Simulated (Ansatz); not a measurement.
**C2H5AlF (SMILES [CH2][Al]([CH3])[F]): U-revPBE/def2-SVP**

Aim: the electronic atomisation energy of C2H5AlF at U-revPBE/def2-SVP, from 5 runs. 

Program for the calculation: Ansatz 0.2.0.

55 further runs of the same task are left out: 1 that didn't finish, 54 set aside as unsound or not needed.

### 1 The system as given

C2H5AlF has 9 atoms, charge 0, and is taken as a doublet. SMILES: `[CH2][Al]([CH3])[F]`. The shape is that of a PBE0-D4/def2-TZVP optimisation. This is one conformer, not always the lowest.

Bond lengths: C1–Al2 1.918 Å, Al2–C3 1.939 Å, Al2–F4 1.657 Å, C1–H5 1.088 Å, C1–H6 1.089 Å, C3–H7 1.094 Å, C3–H8 1.094 Å, C3–H9 1.093 Å. Some angles: C1–Al2–C3 125.9°, C1–Al2–F4 116.2°, C3–Al2–F4 117.9°, Al2–C1–H5 124.0°, Al2–C1–H6 123.9°, Al2–C3–H7 111.0°, Al2–C3–H8 110.9°, Al2–C3–H9 112.4°, H5–C1–H6 112.2°, H7–C3–H8 106.5°.

### 2 A single-point energy at U-revPBE/def2-SVP

File run.yaml:

```yaml
crystal:
  periodic: [false, false, false]
  atoms:
    - {symbol: C, position_ang: [-0.686400, 1.587500, -0.820000]}
    - {symbol: Al, position_ang: [-0.112800, -0.228700, -0.596500]}
    - {symbol: C, position_ang: [0.607100, -1.002300, 1.029300]}
    - {symbol: F, position_ang: [-0.253200, -1.209400, -1.924700]}
    - {symbol: H, position_ang: [-1.086800, 1.989200, -1.748800]}
    - {symbol: H, position_ang: [-0.649000, 2.336800, -0.031000]}
    - {symbol: H, position_ang: [-0.009300, -1.839800, 1.370600]}
    - {symbol: H, position_ang: [1.611200, -1.403400, 0.860100]}
    - {symbol: H, position_ang: [0.667900, -0.276300, 1.843700]}
basis:
  gaussian:
    orbitals: def2-SVP
magnetization:
  spin_polarized: true
  initial_magnetization: 1
hamiltonian:
  xc: {name: revPBE}
accuracy: high
output:
  orbitals: {seedname: orbitals}
```

Launch:

```
ansatz run run.yaml --threads 1 --pin off --max-ram 3480MiB --events-out events.jsonl --progress --plain --runs-dir runs
```

The log of the run:

```text
Warning: RAYON_NUM_THREADS=1 ignored (pool sized by the plan → 1); use --threads N
Functional definition: revPBE
  name "revPBE"
  parameter kappa = 1.245
  parameter beta = 0.06672455060314922
  exchange = pbe_x(kappa = kappa, mu = beta*pi^2/3)
  correlation = pbe_c(beta = beta)
1920 factors; integrals over basis functions are off by at most 7.2e-9 eV
mean field evaluation 1: about -11448.7069 eV, gradient 5.1e1 eV
mean field evaluation 2: about -11431.8081 eV, gradient 7.7e1 eV
mean field evaluation 4: about -11461.0421 eV, gradient 5.5e0 eV
mean field evaluation 8: about -11461.1626 eV, gradient 3.1e-1 eV
mean field evaluation 16: about -11461.1631 eV, gradient 4.5e-5 eV
mean field -11461.16309040 eV, -421.1899749169 hartree, gradient 1.4e-8 eV, S^2 0.752888; 0 other end points of the search recorded, 0 dependent functions left out
reference -11461.16309514 eV, -421.1899750911 hartree; 20, 19 occupied and 65, 66 virtual orbitals, 1920 factors
Total energy: -11461.16309514 eV, -421.1899750911 hartree
```

Run time: 10 s. Hardware: 1 thread of Arm Neoverse V1, shared host; peak memory 0.28 GiB.

### 3 The Al atom

File molecule.yaml:

```yaml
basis:
  gaussian:
    orbitals: def2-SVP
crystal:
  periodic: [false, false, false]
  atoms:
    - {symbol: Al, position_ang: [0.000000, 0.000000, 0.000000]}
magnetization:
  spin_polarized: true
  initial_magnetization: 1
hamiltonian:
  xc: {name: revPBE}
accuracy: high
```

Launch:

```
ansatz run molecule.yaml --threads 1 --pin off --max-ram 3480MiB --events-out events.jsonl --progress --plain --runs-dir runs
```

The log of the run:

```text
Warning: RAYON_NUM_THREADS=1 ignored (pool sized by the plan → 1); use --threads N
[... 6 set-up lines as earlier in the session ...]
142 factors; integrals over basis functions are off by at most 1.6e-9 eV
mean field evaluation 1: about -6591.3432 eV, gradient 1.5e0 eV
mean field evaluation 2: about -6591.3790 eV, gradient 3.1e-1 eV
mean field evaluation 4: about -6591.3802 eV, gradient 1.2e-1 eV
mean field evaluation 8: about -6591.3803 eV, gradient 6.0e-5 eV
mean field evaluation 16: about -6591.3803 eV, gradient 5.1e-2 eV
mean field evaluation 32: about -6591.3803 eV, gradient 5.1e-2 eV
mean field -6591.38028642 eV, -242.2287577279 hartree, gradient 8.6e-9 eV, S^2 0.753066; 3 other end points of the search recorded, 0 dependent functions left out
reference -6591.38028874 eV, -242.2287578132 hartree; 7, 6 occupied and 11, 12 virtual orbitals, 142 factors
Total energy: -6591.38028874 eV, -242.2287578132 hartree
```

Run time: 1.2 s. Hardware: 1 thread of Arm Neoverse V1, shared host.

### 4 The C atom, same level

File input.yaml:

```yaml
crystal:
  periodic: [false, false, false]
  atoms:
    - {symbol: C, position_ang: [0.000000, 0.000000, 0.000000]}
basis:
  gaussian:
    orbitals: def2-SVP
magnetization:
  spin_polarized: true
  initial_magnetization: 2
accuracy: high
hamiltonian:
  xc: {name: revPBE}
```

Run the same way, it converges to -37.80104 Eh (log not shown).

### 5 The F atom at the same level

File in.yaml:

```yaml
crystal:
  periodic: [false, false, false]
  atoms:
    - symbol: F
      position_ang: [0.000000, 0.000000, 0.000000]
basis:
  gaussian: {orbitals: def2-SVP}
hamiltonian: {xc: {name: revPBE}}
accuracy: high
magnetization: {spin_polarized: true, initial_magnetization: 1}
```

Run the same way, it converges to -99.60573 Eh (log not shown).

### 6 The H atom, same level

File molecule.yaml:

```yaml
crystal:
  periodic: [false, false, false]
  atoms:
    - {symbol: H, position_ang: [0.000000, 0.000000, 0.000000]}
basis:
  gaussian:
    orbitals: def2-SVP
accuracy: high
magnetization:
  spin_polarized: true
  initial_magnetization: 1
hamiltonian:
  xc: {name: revPBE}
```

Run the same way, it converges to -0.50319 Eh (log not shown).

### 7 What came out

At U-revPBE/def2-SVP:

| quantity | value |
| --- | --- |
| molecule: total energy | -421.18998 Eh |
| molecule: HOMO energy (highest over α and β) | -5.83 eV |
| molecule: LUMO energy (lowest over α and β) | -3.64 eV |
| molecule: ⟨S²⟩ | 0.753 |
| Al atom: total energy | -242.22876 Eh |
| Al atom: ⟨S²⟩ | 0.753 |
| C atom: total energy | -37.80104 Eh |
| C atom: ⟨S²⟩ | 2.002 |
| F atom: total energy | -99.60573 Eh |
| F atom: ⟨S²⟩ | 0.751 |
| H atom: total energy | -0.50319 Eh |
| H atom: ⟨S²⟩ | 0.750 |
| electronic atomisation energy | 33.672 eV |

Taking the molecule apart into free atoms costs 33.67 eV (777 kcal/mol), before zero-point energy and without spin-orbit coupling.
